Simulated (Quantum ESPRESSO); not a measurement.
Input of a Quantum ESPRESSO 7.5 run:

Contents of pw.in:

```
&CONTROL
  calculation = 'scf'
  prefix = 'pwscf'
  outdir = './tmp'
  pseudo_dir = './pseudo'
  tprnfor = .true.
  disk_io = 'low'
  tefield = .true.
  dipfield = .true.
/
&SYSTEM
  ibrav = 0
  celldm(1) = 8
  nat = 2
  ntyp = 1
  ecutwfc = 80
  nbnd = 20
  occupations = 'smearing'
  smearing = 'fd'
  degauss = 0.00367493
  edir = 3
  emaxpos = 0.7731
  eopreg = 0.042
  eamp = 0
/
&ELECTRONS
  conv_thr = 2d-09
  electron_maxstep = 150
  mixing_beta = 0.3
  mixing_mode = 'local-TF'
/
ATOMIC_SPECIES
Ga    69.7230 Ga.upf
CELL_PARAMETERS alat
  1.0229252863635   0.0000000000000   0.0000000000000
 -0.5114614621029   0.8858799856480  -0.0000000000000
  0.0000000000000   0.0000000000000   5.6219352207617
ATOMIC_POSITIONS crystal
Ga     0.3333300000    0.6666700000    0.2941200000
Ga     0.6666700000    0.3333300000    0.2941200000
K_POINTS automatic
7 7 1 0 0 0
```

pp_density.in

```
&INPUTPP
  prefix = 'pwscf'
  outdir = './tmp'
  filplot = 'density.dat'
  plot_num = 0
/
&PLOT
  nfile = 1
  filepp(1) = 'density.dat'
  iflag = 3
  output_format = 6
  fileout = 'density.cube'
/
```

The input pp_potential.in:

```
&INPUTPP
  prefix = 'pwscf'
  outdir = './tmp'
  filplot = 'potential.dat'
  plot_num = 11
/
&PLOT
  nfile = 1
  filepp(1) = 'potential.dat'
  iflag = 3
  output_format = 6
  fileout = 'potential.cube'
/
```

Contents of pp_elf.in:

```
&INPUTPP
  prefix = 'pwscf'
  outdir = './tmp'
  filplot = 'elf.dat'
  plot_num = 8
/
&PLOT
  nfile = 1
  filepp(1) = 'elf.dat'
  iflag = 3
  output_format = 6
  fileout = 'elf.cube'
/
```

Potentials or basis: PseudoDojo 0.4.1 SR PBE standard.

Run with:

```bash
$ OMP_NUM_THREADS=1 mpirun -n 2 pw.x -nk 2 -in pw.in > pw.out
$ OMP_NUM_THREADS=1 mpirun -n 1 pp.x -in pp_density.in > pp_density.out
$ OMP_NUM_THREADS=1 mpirun -n 1 pp.x -in pp_potential.in > pp_potential.out
$ OMP_NUM_THREADS=1 mpirun -n 1 pp.x -in pp_elf.in > pp_elf.out
```

Task: Predict the dipole across the slab.

Result: 0.00 D.

Task: Estimate the work function of the upper face.

Result: 4.33 eV.

Task: Predict the band gap on the k mesh.

Result: None (metal or under the smearing width).

Task: Predict the work function of the lower face.

Result: 4.33 eV.
